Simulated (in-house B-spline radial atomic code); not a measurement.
# Mo²⁺ in a hard spherical wall

Aim: energy and levels of Mo²⁺ squeezed by an impenetrable sphere of shrinking radius. More than one configuration is followed.

The numbers are computed with in-house B-spline radial atomic code version 1 (non-relativistic PBE, spin-polarised, spherical fractional occupations, point nucleus, basis-set limit), except any that are marked as measured or tabulated.

## Step 1: Starting point

* element: molybdenum (Z = 42)
* charge: +2
* electrons: 40
* configuration: [Kr] 4d4
* Hamiltonian: non-relativistic
* nucleus: point

The outer shells:

[Kr] 4d4
```
[Kr] core
4d [↑ ][↑ ][↑ ][↑ ][  ]
```

Where spins are not typed, each open shell is filled with up spins first.

Input settings:

```ini
Z = 42
electrons = 40.0
configuration = [Kr] 4d4
hamiltonian = nr
method = pbe,pbe
spin_polarised = True
```

From the earlier run of the reference: total energy -3976.257982 hartree. Levels, eight at most:

```
orbital  occupation  energy (eV)  <r> (bohr)
3p down           3      -391.73      0.4357
  3d up           5      -242.95      0.4145
3d down           5      -242.51      0.4144
  4s up           1      -80.128       1.135
4s down           1      -77.473       1.128
  4p up           3      -57.033       1.241
4p down           3      -54.177       1.234
  4d up           4      -22.226       1.695
```

## Step 2: Wall at 4.61 bohr, configuration [Kr] 4d4

Changes to the settings of step 1:

```diff
@@ -6 +6,2 @@
 spin_polarised = True
+wall_radius = 4.61
```

The program writes no log. Results of the run, from its result record (rounded, main fields):

```text
{
  "status": "converged",
  "iterations": 10,
  "energy [hartree]": {"total": -3976.23722216, "kinetic": 3974.58872795, "nuclear": -9442.96367128, "coulomb": 1613.02034255, "xc": -120.882621386},
  "orbitals [hartree, bohr; first row names the columns]": [
    ["name", "occ", "eps", "<r>"],
    ["1s up", 1.0, -710.83455, 0.036303],
    ["1s down", 1.0, -710.83506, 0.036303],
    ["2s up", 1.0, -99.26384, 0.15871],
    ["2s down", 1.0, -99.245527, 0.1587],
    ["2p up", 3.0, -91.476947, 0.13604],
    ["2p down", 3.0, -91.463749, 0.13603],
    ["3s up", 1.0, -17.370095, 0.44077],
    ["3s down", 1.0, -17.361426, 0.44073],
    ["3p up", 3.0, -14.378906, 0.43575],
    ["3p down", 3.0, -14.368722, 0.43568],
    ["3d up", 5.0, -8.9012899, 0.41455],
    ["3d down", 5.0, -8.8850037, 0.41441],
    ["4s up", 1.0, -2.92237, 1.1358],
    ["4s down", 1.0, -2.8231739, 1.1286],
    ["4p up", 3.0, -2.0746859, 1.2428],
    ["4p down", 3.0, -1.9680545, 1.2354],
    ["4d up", 4.0, -0.79440196, 1.6543]
  ],
  "sum_r [bohr^k]": {"-1": 224.8325, "1": 25.16271, "2": 30.23325},
  "pressure [GPa]": 4.504437,
  "energy_minus_base [hartree]": 0.0207595891
}
```

Run time: 0.06 s. Hardware: 1 thread, shared host.

energy_minus_base is the energy less that of the reference run. pressure is −dE/dV on the wall, from the slope of the orbitals there.

## Step 3: Wall at 2.6 bohr, configuration [Kr] 4d4

Changes to the settings of step 2:

```diff
@@ -6,2 +6,2 @@
 spin_polarised = True
-wall_radius = 4.61
+wall_radius = 2.6
```

From the record:

```text
{
  "status": "converged",
  "iterations": 9,
  "energy [hartree]": {"total": -3974.87961491, "kinetic": 3981.64864742, "nuclear": -9467.63404658, "coulomb": 1632.82449968, "xc": -121.718715431},
  "orbitals [hartree, bohr; first row names the columns]": [
    ["name", "occ", "eps", "<r>"],
    ["1s up", 1.0, -710.24374, 0.036303],
    ["1s down", 1.0, -710.24414, 0.036303],
    ["2s up", 1.0, -98.681758, 0.15872],
    ["2s down", 1.0, -98.65536, 0.1587],
    ["2p up", 3.0, -90.891404, 0.13606],
    ["2p down", 3.0, -90.872226, 0.13604],
    ["3s up", 1.0, -16.835006, 0.44124],
    ["3s down", 1.0, -16.822258, 0.44118],
    ["3p up", 3.0, -13.843488, 0.43638],
    ["3p down", 3.0, -13.828536, 0.43628],
    ["3d up", 5.0, -8.363083, 0.41575],
    ["3d down", 5.0, -8.339423, 0.41554],
    ["4s up", 1.0, -2.5396828, 1.1289],
    ["4s down", 1.0, -2.4127732, 1.1233],
    ["4p up", 3.0, -1.683762, 1.2015],
    ["4p down", 3.0, -1.5510618, 1.1965],
    ["4d up", 4.0, -0.27783594, 1.3462]
  ],
  "sum_r [bohr^k]": {"-1": 225.4199, "1": 23.6942, "2": 24.56981},
  "pressure [GPa]": 1150.835,
  "energy_minus_base [hartree]": 1.37836684
}
```

It took 0.05 s on 1 thread, shared host.

## Step 4: Wall at 4.61 bohr, configuration [Ar] 3d9 4s2 4p6 4d4 4f1

Input settings:

```ini
Z = 42
electrons = 40.0
configuration = [Ar] 3d9 4s2 4p6 4d4 4f1
hamiltonian = nr
method = pbe,pbe
spin_polarised = True
wall_radius = 4.61
```

From the record:

```text
{
  "status": "converged",
  "iterations": 10,
  "energy [hartree]": {"total": -3966.81245164, "kinetic": 3965.76092025, "nuclear": -9394.07697048, "coulomb": 1581.09944244, "xc": -119.595843853},
  "orbitals [hartree, bohr; first row names the columns]": [
    ["name", "occ", "eps", "<r>"],
    ["1s up", 1.0, -712.03096, 0.036304],
    ["1s down", 1.0, -712.03096, 0.036304],
    ["2s up", 1.0, -100.54235, 0.15868],
    ["2s down", 1.0, -100.45721, 0.15862],
    ["2p up", 3.0, -92.749144, 0.13604],
    ["2p down", 3.0, -92.687297, 0.13597],
    ["3s up", 1.0, -18.299639, 0.4369],
    ["3s down", 1.0, -18.214571, 0.4372],
    ["3p up", 3.0, -15.317678, 0.43089],
    ["3p down", 3.0, -15.228796, 0.43126],
    ["3d up", 5.0, -9.891613, 0.40632],
    ["3d down", 4.0, -9.7848973, 0.40701],
    ["4s up", 1.0, -3.2322431, 1.1],
    ["4s down", 1.0, -3.1054664, 1.0955],
    ["4p up", 3.0, -2.3501197, 1.1911],
    ["4p down", 3.0, -2.2180446, 1.1867],
    ["4d up", 4.0, -0.98218973, 1.5266],
    ["4f up", 1.0, 0.058159551, 2.5169]
  ],
  "sum_r [bohr^k]": {"-1": 223.6685, "1": 26.27783, "2": 33.96735},
  "pressure [GPa]": 17.98913,
  "energy_minus_base [hartree]": 9.44553011
}
```

It took 0.07 s on 1 thread, shared host.

## Step 5: Wall at 2.6 bohr, configuration [Ar] 3d9 4s2 4p6 4d4 4f1

Changes to the settings of step 4:

```diff
@@ -6,2 +6,2 @@
 spin_polarised = True
-wall_radius = 4.61
+wall_radius = 2.6
```

From the record:

```text
{
  "status": "converged",
  "iterations": 9,
  "energy [hartree]": {"total": -3964.98439049, "kinetic": 3972.82733617, "nuclear": -9421.6023332, "coulomb": 1604.38534192, "xc": -120.594735371},
  "orbitals [hartree, bohr; first row names the columns]": [
    ["name", "occ", "eps", "<r>"],
    ["1s up", 1.0, -711.37072, 0.036304],
    ["1s down", 1.0, -711.37075, 0.036304],
    ["2s up", 1.0, -99.88022, 0.15869],
    ["2s down", 1.0, -99.789715, 0.15862],
    ["2p up", 3.0, -92.085757, 0.13604],
    ["2p down", 3.0, -92.019982, 0.13597],
    ["3s up", 1.0, -17.664778, 0.43727],
    ["3s down", 1.0, -17.574759, 0.43749],
    ["3p up", 3.0, -14.682747, 0.43136],
    ["3p down", 3.0, -14.58847, 0.43165],
    ["3d up", 5.0, -9.2546535, 0.40716],
    ["3d down", 4.0, -9.1410559, 0.40771],
    ["4s up", 1.0, -2.7494622, 1.1021],
    ["4s down", 1.0, -2.5877121, 1.0978],
    ["4p up", 3.0, -1.8688853, 1.1709],
    ["4p down", 3.0, -1.7022037, 1.1672],
    ["4d up", 4.0, -0.42256509, 1.3121],
    ["4f up", 1.0, 1.1119944, 1.4694]
  ],
  "sum_r [bohr^k]": {"-1": 224.3239, "1": 24.2685, "2": 25.63608},
  "pressure [GPa]": 1290.663,
  "energy_minus_base [hartree]": 11.2735913
}
```

It took 0.06 s on 1 thread, shared host.

## Step 6: Wall at 4.61 bohr, configuration [Ar] 3d10 4s2 4p5 4d5

Input settings:

```ini
Z = 42
electrons = 40.0
configuration = [Ar] 3d10 4s2 4p5 4d5
hamiltonian = nr
method = pbe,pbe
spin_polarised = True
wall_radius = 4.61
```

From the record:

```text
{
  "status": "converged",
  "iterations": 10,
  "energy [hartree]": {"total": -3975.08770842, "kinetic": 3973.46064886, "nuclear": -9437.47960835, "coulomb": 1609.8321316, "xc": -120.900880533},
  "orbitals [hartree, bohr; first row names the columns]": [
    ["name", "occ", "eps", "<r>"],
    ["1s up", 1.0, -710.96283, 0.036303],
    ["1s down", 1.0, -710.95731, 0.036303],
    ["2s up", 1.0, -99.362036, 0.1587],
    ["2s down", 1.0, -99.334209, 0.15869],
    ["2p up", 3.0, -91.578797, 0.13604],
    ["2p down", 3.0, -91.555367, 0.13602],
    ["3s up", 1.0, -17.465138, 0.44073],
    ["3s down", 1.0, -17.446646, 0.44061],
    ["3p up", 3.0, -14.474755, 0.4357],
    ["3p down", 3.0, -14.453274, 0.43552],
    ["3d up", 5.0, -8.9967391, 0.4145],
    ["3d down", 5.0, -8.9668022, 0.4141],
    ["4s up", 1.0, -3.0044534, 1.1299],
    ["4s down", 1.0, -2.832393, 1.1236],
    ["4p up", 3.0, -2.1503652, 1.2323],
    ["4p down", 2.0, -1.9721924, 1.2291],
    ["4d up", 5.0, -0.8482539, 1.6181]
  ],
  "sum_r [bohr^k]": {"-1": 224.7019, "1": 25.34312, "2": 30.82146},
  "pressure [GPa]": 4.540265,
  "energy_minus_base [hartree]": 1.17027333
}
```

It took 0.06 s on 1 thread, shared host.

## Step 7: Wall at 2.6 bohr, configuration [Ar] 3d10 4s2 4p5 4d5

Changes to the settings of step 6:

```diff
@@ -6,2 +6,2 @@
 spin_polarised = True
-wall_radius = 4.61
+wall_radius = 2.6
```

From the record:

```text
{
  "status": "converged",
  "iterations": 9,
  "energy [hartree]": {"total": -3973.63985586, "kinetic": 3980.9246081, "nuclear": -9463.52846088, "coulomb": 1630.77067382, "xc": -121.806676912},
  "orbitals [hartree, bohr; first row names the columns]": [
    ["name", "occ", "eps", "<r>"],
    ["1s up", 1.0, -710.33827, 0.036303],
    ["1s down", 1.0, -710.33265, 0.036303],
    ["2s up", 1.0, -98.744721, 0.15872],
    ["2s down", 1.0, -98.707719, 0.1587],
    ["2p up", 3.0, -90.95793, 0.13605],
    ["2p down", 3.0, -90.927715, 0.13603],
    ["3s up", 1.0, -16.898461, 0.44123],
    ["3s down", 1.0, -16.875379, 0.4411],
    ["3p up", 3.0, -13.907727, 0.43637],
    ["3p down", 3.0, -13.880884, 0.43616],
    ["3d up", 5.0, -8.4265985, 0.41577],
    ["3d down", 5.0, -8.3883391, 0.4153],
    ["4s up", 1.0, -2.6000838, 1.1257],
    ["4s down", 1.0, -2.3975654, 1.1201],
    ["4p up", 3.0, -1.7406985, 1.1973],
    ["4p down", 2.0, -1.5325708, 1.1933],
    ["4d up", 5.0, -0.32717678, 1.3407]
  ],
  "sum_r [bohr^k]": {"-1": 225.3221, "1": 23.78937, "2": 24.83428},
  "pressure [GPa]": 1216.788,
  "energy_minus_base [hartree]": 2.61812589
}
```

Wall time 0.05 s (1 thread, shared host).

## Step 8: Results

| configuration | radius (bohr) | energy above the free system (eV) | pressure (GPa) | highest level (eV) |
| --- | --- | --- | --- | --- |
| [Kr] 4d4 | 4.61 | 0.565 | 4.5 | -21.617 (4d up) |
| [Kr] 4d4 | 2.6 | 37.507 | 1151 | -7.560 (4d up) |
| [Ar] 3d9 4s2 4p6 4d4 4f1 | 4.61 | 257.03 | 18 | 1.583 (4f up) |
| [Ar] 3d9 4s2 4p6 4d4 4f1 | 2.6 | 306.77 | 1291 | 30.259 (4f up) |
| [Ar] 3d10 4s2 4p5 4d5 | 4.61 | 31.845 | 4.54 | -23.082 (4d up) |
| [Ar] 3d10 4s2 4p5 4d5 | 2.6 | 71.243 | 1217 | -8.903 (4d up) |

For [Kr] 4d4 the energy above the free reference is 0.565 eV at 4.61 bohr and 37.507 eV at 2.6 bohr, where the electrons press on it with 1151 GPa. Of [Kr] 4d4 and [Ar] 3d9 4s2 4p6 4d4 4f1, the first stays lower at every radius that both share. At 2.6 bohr the lowest of all 3 is [Kr] 4d4. A hard wall is a crude model of an atom's surroundings.
